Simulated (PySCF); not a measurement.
# SnH: bond curves at several levels of theory

One job finds the state of SnH, follows it along the bond with each method and fits the curves.

Method: Sn aug-cc-pVDZ-PP with ECP28, H aug-cc-pVDZ, scalar-relativistic core potentials; program: PySCF 2.14.0.

### 1 The job

The job is set up so:

```
atoms                         : Sn, H
charge                        : 0
basis                         : Sn aug-cc-pVDZ-PP with ECP28, H aug-cc-pVDZ
Hamiltonian                   : scalar-relativistic core potentials
basis functions               : 41
electrons treated             : 23
masses in u                   : 119.9022, 1.0078
levels                        : PBE0, PBE, r²SCAN, revPBE, TPSSh, B97-3, HF, MP2, SCS-MP2, CCSD, CCSD(T)
grid                          : 80 radial by 434 angular points
occupations                   : held fixed by the projection of orbital angular momentum
dissociation limit            : Sn + H, each in its ground configuration
starting distance in angstrom : 1.670
values of 2S to try           : 1, 3
```

Started as:

```
$ OMP_NUM_THREADS=1 python dia.py task.json out
```

The runs that follow: The PBE0 curve of the state that the search chose; Higher solutions at PBE0; PBE (GGA); r²SCAN (meta-GGA); revPBE (GGA); TPSSh (hybrid meta-GGA); B97-3 (global hybrid GGA); UHF (mean field); Correlated methods on the Hartree–Fock reference.

Q: Predict the outcome of this session. Wanted: for each run, Re; ωe; De; μ.

The runs gave:

Lowest PBE0 solution found, without spin–orbit coupling: ²Π (doublet), unpaired electrons π ↑. State 2 has its PBE0 minimum 1.89 eV higher. The other levels ran on the lowest alone.

```
      level  Re (Å)  ωe (cm⁻¹)  De (eV)  μ (D)
        UHF   1.774       1774     1.69  -0.37
    UHF-MP2   1.771       1742     2.33    n/a
UHF-SCS-MP2   1.777       1724     2.43    n/a
   UHF-CCSD   1.783       1683     2.50    n/a
UHF-CCSD(T)   1.785       1672     2.53    n/a
        PBE   1.806       1624     2.60  -0.66
     revPBE   1.811       1612     2.54  -0.70
     r²SCAN   1.786       1689     2.62  -0.55
      TPSSh   1.789       1690     2.75  -0.60
       PBE0   1.787       1696     2.56  -0.55
      B97-3   1.794       1680     2.63  -0.61
```

De is counted to Sn + H in their ground configurations. A positive dipole means Sn(−)H(+).

Differences from CCSD(T) in the same basis:

```
      level  Re (mÅ)  ωe (%)
        UHF      -11    +6.1
    UHF-MP2      -14    +4.2
UHF-SCS-MP2       -8    +3.1
   UHF-CCSD       -2    +0.6
        PBE      +22    -2.9
     revPBE      +26    -3.6
     r²SCAN       +1    +1.0
      TPSSh       +5    +1.1
       PBE0       +2    +1.4
      B97-3       +9    +0.4
```

Against CCSD(T) in the same basis, the bond length is nearest at r²SCAN (+1 mÅ) and farthest at revPBE (+26 mÅ); the wavenumber is nearest at B97-3 (+0.4 %) and farthest at UHF (+6.1 %). Hartree–Fock makes the bond too short and too stiff against this reference, as it mostly does. PBE gives a bond that is too long and too soft, as GGAs tend to. CCSD(T) in a basis this small is itself some way from its limit, more so than the functionals. Among the levels with a De in the table, it runs from 1.69 eV (UHF) to 2.75 eV (TPSSh).

Correlated steps freeze 4 core orbitals. Spin–orbit coupling is left out, which matters for elements this heavy, above all for dissociation energies.
